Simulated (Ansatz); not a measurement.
**C2H6AlFO: one species, many methods**

The task here is to estimate one member of a computed series from the others.

Computed with Ansatz 0.2.0, Gaussian basis. Level: functionals in def2-TZVPP, the program's frozen cores in correlated methods.

Plan: PBE-D4, r2SCAN-D4, PBE0-D4, B3LYP-D4, ωB97X-V, ωB97M-V, B2PLYP; CCSD(T)/def2-TZVPP; MP2/def2-QZVPP; extrapolation to the limit.

### The geometry

The geometry comes from an earlier relaxation with PBE0-D4 in a triple-zeta def2 set; it is a stationary point, not always the lowest conformer.

11 atoms, charge 0, spin multiplicity 1.

Atoms are counted from 1 here; the program's logs count them from 0.

Bond lengths: O1–C2 1.524 Å, O1–Al3 1.953 Å, O1–H6 0.967 Å, C2–Al3 1.934 Å, C2–H7 1.088 Å, C2–H8 1.087 Å, Al3–C4 1.995 Å, Al3–H9 1.583 Å, C4–F5 1.424 Å, C4–H10 1.095 Å, C4–H11 1.095 Å. Angles: C2–O1–Al3 66.3°, C2–O1–H6 108.3°, Al3–O1–H6 108.0°, O1–C2–Al3 67.6°, O1–C2–H7 109.2°, O1–C2–H8 106.2°, Al3–C2–H7 123.0°, Al3–C2–H8 124.9°, H7–C2–H8 110.9°, O1–Al3–C2 46.2°, O1–Al3–C4 99.3°, O1–Al3–H9 118.0°, C2–Al3–C4 111.0°, C2–Al3–H9 125.4°, C4–Al3–H9 123.7°, Al3–C4–F5 106.1°, Al3–C4–H10 115.8°, Al3–C4–H11 114.6° and more.

Set-up of the first run:

in.yaml reads:

```yaml
crystal:
  periodic: [false, false, false]
  atoms:
    - {symbol: O, position_ang: [-1.354802, -0.272921, 0.618474]}
    - {symbol: C, position_ang: [-0.594030, 0.900498, 1.223230]}
    - {symbol: Al, position_ang: [0.582548, -0.520614, 0.643637]}
    - {symbol: C, position_ang: [0.947911, -0.391084, -1.313656]}
    - {symbol: F, position_ang: [-0.181609, 0.262390, -1.884401]}
    - {symbol: H, position_ang: [-1.613354, -0.035065, -0.282441]}
    - {symbol: H, position_ang: [-0.781682, 1.792892, 0.630239]}
    - {symbol: H, position_ang: [-0.974694, 1.018885, 2.234153]}
    - {symbol: H, position_ang: [1.173987, -1.656816, 1.573677]}
    - {symbol: H, position_ang: [1.824319, 0.200441, -1.597128]}
    - {symbol: H, position_ang: [1.036804, -1.355608, -1.825085]}
basis:
  gaussian: {orbitals: def2-TZVPP}
hamiltonian: {xc: pbe, dispersion: d4}
output: {forces: true, orbitals: {seedname: orbitals}}
```

On the command line:

```sh
$ ansatz run in.yaml --threads 4 --pin off --events-out ev --progress --plain --max-ram 10444MiB
```

Among the steps run: PBE-D4 (GGA); r2SCAN-D4 (meta-GGA); PBE0-D4 (hybrid); B3LYP-D4 (hybrid); ωB97X-V (range-separated); ωB97M-V (range-separated); B2PLYP (double hybrid); CCSD(T) in def2-TZVPP; MP2 in def2-QZVPP.

One of the session's tables, all rows but one given; the rest of the session is left out.

```
            method  atomisation energy (kcal/mol)
            PBE-D4                          937.5
         r2SCAN-D4                          923.4
           PBE0-D4                          917.0
          B3LYP-D4                          917.6
           ωB97X-V                          922.9
           ωB97M-V                          923.7
            B2PLYP                          908.9
     HF/def2-TZVPP                          655.6
    MP2/def2-TZVPP                          913.2
   CCSD/def2-TZVPP                          882.9
CCSD(T)/def2-TZVPP                          896.9
           MP2/CBS                              ?
       CCSD(T)/CBS                          921.8
```

**Question.** Estimate the row for MP2/CBS.

As computed: atomisation energy (kcal/mol): 938.1. In the column «atomisation energy (kcal/mol)» it is the highest.
